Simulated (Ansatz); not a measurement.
InSb3:

```xyz
4
Lattice="4.8064 0.0000 0.0000 0.0000 4.8064 0.0000 0.0000 0.0000 4.8064" Properties=species:S:1:pos:R:3 pbc="T T T"
Sb    2.4032    2.4032    0.0000
Sb    0.0000    2.4032    2.4032
Sb    2.4032    0.0000    2.4032
In    0.0000    0.0000    0.0000
```

The cell comes from a database or a generator and needn't be the stable form of this composition.

Base run:

- Program: Ansatz 0.2.0
- Functional: LDA
- Potentials or basis: all-electron LAPW, scalar-relativistic
- Cutoff: 142 eV
- Density cutoff: 570 eV
- Basis error allowed: 0.002 eV/atom
- k mesh: 6 × 6 × 6
- Occupations: fermi-dirac, width 0.05 eV
- Spin: no spin polarisation

Its results: pressure -3.8 GPa.

Problem. The run is repeated on the same cell with these changes: functional from LDA to PBE. What comes out?

Solution. Pressure 0.2 GPa.

PBE binds less tightly than LDA, so the same cell stands under more pressure.

Not every run made on this cell is shown here.
